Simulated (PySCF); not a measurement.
# [LaCl4]−: other functionals and bases at one geometry

An exercise on one series of results from a longer session: the logs are not shown, and one member is left open.

Program: PySCF 2.14.0. Level of theory: several levels, as the steps say, no spin–orbit coupling. These are calculated values, not measurements.

1 further run of the same task is left out (for a known fault of the program).

### Starting geometry

5 atoms, charge -1, spin multiplicity 1.

Bond lengths: La1–Cl2 2.675 Å, La1–Cl3 2.675 Å, La1–Cl4 2.675 Å, La1–Cl5 2.675 Å. Angles: Cl2–La1–Cl3 109.5°, Cl2–La1–Cl4 109.5°, Cl2–La1–Cl5 109.5°, Cl3–La1–Cl4 109.5°, Cl3–La1–Cl5 109.5°, Cl4–La1–Cl5 109.5°.

As a file:

```csv
atom,x (Å),y (Å),z (Å)
La1,0.0000,0.0000,0.0000
Cl2,1.5447,1.5447,1.5447
Cl3,-1.5447,-1.5447,1.5447
Cl4,1.5447,-1.5447,-1.5447
Cl5,-1.5447,1.5447,-1.5447
```

Formal oxidation states: La +3. An earlier session relaxed this geometry at PBE0, La def2-SVP with ECP46, Cl def2-SVP (singlet, point group Td).

At PBE0 on the finer grid: E = -1871.665078 Eh, HOMO -4.56 eV, LUMO 2.99 eV, Mulliken charge on La1 +0.76 e, largest force component 0.003 eV/Å. 

Levels to run: M06-L; r2SCAN; PBE0, TZVP. Hardware: 2 threads of Arm Neoverse V2, shared host.

Set-up of the first run:

File run.py (the lines that set the calculation):

```python
mol = gto.M(atom='''
La     0.00000     0.00000     0.00000
Cl     1.54466     1.54466     1.54466
Cl    -1.54466    -1.54466     1.54466
Cl     1.54466    -1.54466    -1.54466
Cl    -1.54466     1.54466    -1.54466''',
    basis={'La': 'def2-SVP', 'Cl': 'def2-SVP'},
    ecp={'La': 'def2-SVP'},
    charge=-1, spin=0)
mf = dft.RKS(mol, xc='M06L')
mf.grids.atom_grid = (75, 302)  # f atoms: unpruned, at least (60, 302)
mf = mf.density_fit()  # fitting sets: La def2-universal-JKFIT, Cl def2-universal-JKFIT
mf.conv_tol = 1e-08; mf.max_cycle = 55
mf.kernel(dm0)  # dm0: the density of the relaxed state
```

On the command line:

```bash
> OMP_NUM_THREADS=2 python run.py
```

Steps of the session up to this table: M06-L; r2SCAN; PBE0, TZVP.

One of the session's tables, all rows but one given; the rest of the session is left out.

| level | HOMO (eV) | gap (eV) | charge on La1 (e) | largest force component (eV/Å) |
| --- | --- | --- | --- | --- |
| PBE0 (relaxed here) | -4.56 | 7.55 | 0.76 | 0.00 |
| M06-L | ? | ? | ? | ? |
| r2SCAN | -3.56 | 6.34 | 0.77 | 0.06 |
| PBE0, TZVP | -4.83 | 7.74 | 1.24 | 0.03 |

Estimate the missing values for M06-L.

**Answer.** HOMO (eV): -3.45; gap (eV): 6.35; charge on La1 (e): 1.05; largest force component (eV/Å): 0.11. In the column «HOMO (eV)» it is the highest.

In one basis the HOMO–LUMO gap runs from 6.34 eV (r2SCAN) to 7.55 eV (PBE0). The largest leftover force, 0.11 eV/Å with M06-L, stands at a geometry relaxed at another level. Total energies of different levels can't be compared.
